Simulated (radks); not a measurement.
# Valence configurations of Gd

An exercise on one series of results from a longer session: the logs are not shown, and one member is left open.

Program: radks (a radial shooting solver on a logarithmic mesh, Libxc functionals) version 1. Level of theory: scalar-relativistic Kohn-Sham, PBE, spin-polarised, spherical densities, point nucleus; open shells are filled with parallel spins first. These are calculated values, not measurements, unless marked.

1 further run of the same task is left out (it didn't finish).

### Starting point

```
element       : gadolinium (Z = 64)
charge        : 0
electrons     : 64
configuration : [Xe] 4f7 5d1 6s2
others tried  : 4f7 6s2 6p1; 4f8 6s2; 4f7.5 5d1 6s1.5; 4f7 5d2 6s1; 4f7 5d2 6p1; 4f7 5d0.5 6s2 6p0.5; 4f7 5d1.5 6s1.5; 4f7 5d3
```

Outer shells as boxes (Hund's rule):

Gd
```
[Xe] core
4f [↑ ][↑ ][↑ ][↑ ][↑ ][↑ ][↑ ]
5d [↑ ][  ][  ][  ][  ]
6s [↑↓]
```

The first run:

Input:

```text
Z 64
configuration [Xe] 4f7 5d1 6s2
relativity scalar-relativistic
functional pbe,pbe
spin polarised
nucleus point
c 137.035999084
```

Steps of the session up to this table: [Xe] 4f7 5d1 6s2.

One table of the session follows, with a row left open; its other results are not shown here.

It belongs to the step «[Xe] 4f7 5d1 6s2». Sizes of the orbitals, from the radial functions (bohr):

| level | <r> | outermost maximum (interpolated) | 90 % within | nodes |
| --- | --- | --- | --- | --- |
| 5p up | ? | ? | ? | ? |
| 5p down | 1.585 | 1.37 | 2.33 | 3 |
| 4f up | 0.8537 | 0.567 | 1.46 | 0 |
| 4f down | 0.9062 | 0.569 | 1.58 | 0 |
| 6s up | 3.923 | 3.34 | 5.79 | 5 |
| 6s down | 4.123 | 3.49 | 6.11 | 5 |
| 5d up | 2.741 | 1.93 | 4.48 | 2 |
| 5d down | 3.109 | 2.04 | 5.22 | 2 |

**Question.** Estimate the row for 5p up.

**Answer.** <r>: 1.550; outermost maximum (interpolated): 1.35; 90 % within: 2.27; nodes: 3. In the column «<r>» it lies between 4f down (0.9062) and 5p down (1.585).
